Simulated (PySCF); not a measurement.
**[Tb(H2CO)]3+: other functionals and bases at one geometry**

An exercise on one series of results from a longer session: the logs are not shown, and one member is left open.

The runs use PySCF 2.14.0; several levels, as the steps say, no spin–orbit coupling.

1 further run of the same task is left out (for a known fault of the program).

### Starting geometry

5 atoms, charge 3, spin multiplicity 1.

Bond lengths: Tb1–O2 2.079 Å, O2–C3 1.269 Å, C3–H4 1.114 Å, C3–H5 1.114 Å. Angles: Tb1–O2–C3 180.0°, O2–C3–H4 119.2°, O2–C3–H5 119.2°, H4–C3–H5 121.6°.

Coordinates:

```xyz
5
charge 3, multiplicity 1
Tb    0.0000    0.0000   -0.1968
O     0.0000    0.0000    1.8818
C     0.0000    0.0000    3.1504
H     0.9721    0.0000    3.6937
H    -0.9721    0.0000    3.6937
```

Formal oxidation states: Tb +3. Each metal's 8 4f electrons lie in its core potential, so multiplicities, spins and levels count the valence alone. An earlier session relaxed this geometry at PBE0, Tb lcecp-1-SVP with ECP54, O def2-SVP, C def2-SVP, H def2-SVP (singlet, point group C2v).

At PBE0 on the finer grid: E = -149.477306 Eh, HOMO -25.29 eV, LUMO -19.54 eV, Mulliken charge on Tb1 +2.45 e, largest force component 0.002 eV/Å. 

Levels to run: B3LYP; wB97X; PBE0, TZVP. Hardware: 2 threads of Arm Neoverse N1, shared host.

Set-up of the first run:

Contents of run.py (the lines that set the calculation):

```python
mol = gto.M(atom='''
Tb     0.00000     0.00000    -0.19681
O      0.00000     0.00000     1.88179
C      0.00000     0.00000     3.15036
H      0.97209     0.00000     3.69374
H     -0.97209     0.00000     3.69374''',
    basis={'Tb': 'lcecp-1-SVP', 'O': 'def2-SVP', 'C': 'def2-SVP', 'H': 'def2-SVP'},
    ecp={'Tb': 'lcecp-1-SVP'},
    charge=3, spin=0)
mf = dft.RKS(mol, xc='B3LYP')
mf.grids.atom_grid = (75, 302)  # f atoms: unpruned, at least (60, 302)
mf = mf.density_fit()  # fitting sets: Tb AutoAux, O def2-universal-JKFIT, C def2-universal-JKFIT, H def2-universal-JKFIT
mf.conv_tol = 1e-08; mf.max_cycle = 55
mf.kernel(dm0)  # dm0: the density of the relaxed state
```

Command:

```bash
> OMP_NUM_THREADS=2 python run.py
```

Steps of the session up to this table: B3LYP; wB97X; PBE0, TZVP.

One of the session's tables, all rows but one given; the rest of the session is left out.

```
              level  HOMO (eV)  gap (eV)  charge on Tb1 (e)  dipole (D)  largest force component (eV/Å)
PBE0 (relaxed here)     -25.29      5.75               2.45        4.87                            0.00
              B3LYP     -25.09      5.23               2.42        4.97                            0.34
              wB97X          ?         ?                  ?           ?                               ?
         PBE0, TZVP     -25.25      5.78               2.52        4.93                            0.39
```

**Question.** Estimate the row for wB97X.

**Answer.** HOMO (eV): -27.56; gap (eV): 10.56; charge on Tb1 (e): 2.47; dipole (D): 4.49; largest force component (eV/Å): 0.30. In the column «HOMO (eV)» it is the lowest.

The dipole of a charged species depends on the origin, so these sizes hold for this origin alone.

In one basis the HOMO–LUMO gap runs from 5.23 eV (B3LYP) to 10.56 eV (wB97X). The largest leftover force, 0.39 eV/Å with PBE0, TZVP, stands at a geometry relaxed at another level. With 4f in the core, its levels are missing from HOMO and gap, and its count is fixed, so no charge can pass from the ligands into it. Total energies of different levels can't be compared.
